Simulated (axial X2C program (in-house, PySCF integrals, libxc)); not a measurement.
# A two-component session on GeF: EOM-EA-CCSD levels

Wanted for GeF: EOM-EA-CCSD levels, at the two-component level.

Computed with an in-house X2C program for linear molecules on PySCF integrals. Level: two-component X2C with atomic mean-field terms, Ge dyall-acv3z, F dyall-av3z.

All values are calculated.

### 1 The job

task.json

```json
{"zs": [32, 9], "q": 0, "bas": ["dyall-acv3z", "dyall-av3z"], "r0": 1.85, "eom": "ea", "thr": -1.0, "nmax": 92, "grid": [1, 0.96, 1.045, 0.92, 1.09, 1.15]}
```

Keys: zs atomic numbers; q charge; bas basis sets; r0 starting distance in Å; eom kind of EOM run; thr threshold in hartree for freezing inner shells (an s shell follows its p shell); nmax most natural virtual spinors; grid distances as factors.

Command:

```sh
> python soeom.py task.json out
```

Further steps of the session: EOM-EA-CCSD at 1.757 Å.

What does the calculation give? Wanted: next root led by one particle; T1 of the reference; lowest state, Re and ωe.

**Answer**, as computed:

| quantity | value |
| --- | --- |
| lowest root at 1.757 Å | Ω = 1/2, 7.435 eV |
| next root led by one particle | Ω = 3/2, about 840 cm⁻¹ higher |
| T1 of the reference | 0.024 |
| lowest state, Re and ωe | 1.756 Å, 659 cm⁻¹ |

What this shows: The added electron is bound by 7.44 eV in a spinor of 85% Ge pπ, 7% F pπ. Errors of 0.1 to 0.3 eV are usual at this size, and roots led by higher excitations are left out, so the list is incomplete, and low states of that kind can be missing. The bond is 0.086 Å longer than in the closed-shell reference at CCSD (1.670 Å).
